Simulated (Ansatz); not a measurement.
Runs of Ansatz 0.2.0 on BiTe. Symmetry: R-3m, No. 166, trigonal system. The conventional cell has a = 4.845 Å, b = 4.845 Å, c = 9.952 Å, α = 90.00°, β = 90.00°, γ = 120.00°. Bi (site symmetry -3m) is surrounded by 6 Te at 3.25 Å. Te (site symmetry -3m) is surrounded by 6 Bi at 3.25 Å. The cell comes from a database or a generator and needn't be the stable form of this composition.

```csv
task,level,potentials or basis,cutoff (eV),basis error allowed,pressure (GPa),V0 of scaled cells (Å³/atom),B0 (GPa)
equation of state,PBEsol,"all-electron LAPW, scalar-relativistic",-,0.001 eV/atom,-,32.19,(a)
band structure,PBEsol,"all-electron LAPW, inner shells corrected to Dirac's equation",174,0.001 eV/atom,-2.3,-,-
band structure,PBEsol,all-electron PAW datasets made for the crystal,240,-,-2.3,-,-
band structure,PBE,"all-electron LAPW, scalar-relativistic",174,0.001 eV/atom,0.2,-,-
band structure,PBEsol,"all-electron LAPW, scalar-relativistic",174,0.001 eV/atom,-2.3,-,-
band structure,PBEsol,"all-electron LAPW, non-relativistic",173,0.001 eV/atom,-1.0,-,-
equation of state,PBE,"all-electron LAPW, scalar-relativistic",-,0.0005 eV/atom,-,33.84,(b)
band structure,LDA,"all-electron LAPW, scalar-relativistic",174,0.001 eV/atom,-3.4,-,-
```

Alike in all rows: no spin polarisation; cell as given; k mesh 7 × 7 × 7; smearing fermi-dirac 0.05 eV.

**Question.** Estimate the missing entries.

**Answer.** (a) 55; (b) 48.

Caveats: the cell was scaled at fixed shape and fractional positions, which overstates the stiffness of a crystal with free parameters, most of all of layers and chains (some runs); relativity is left out, which matters for the heavier elements (some runs).

Not every run made on this cell is shown here.
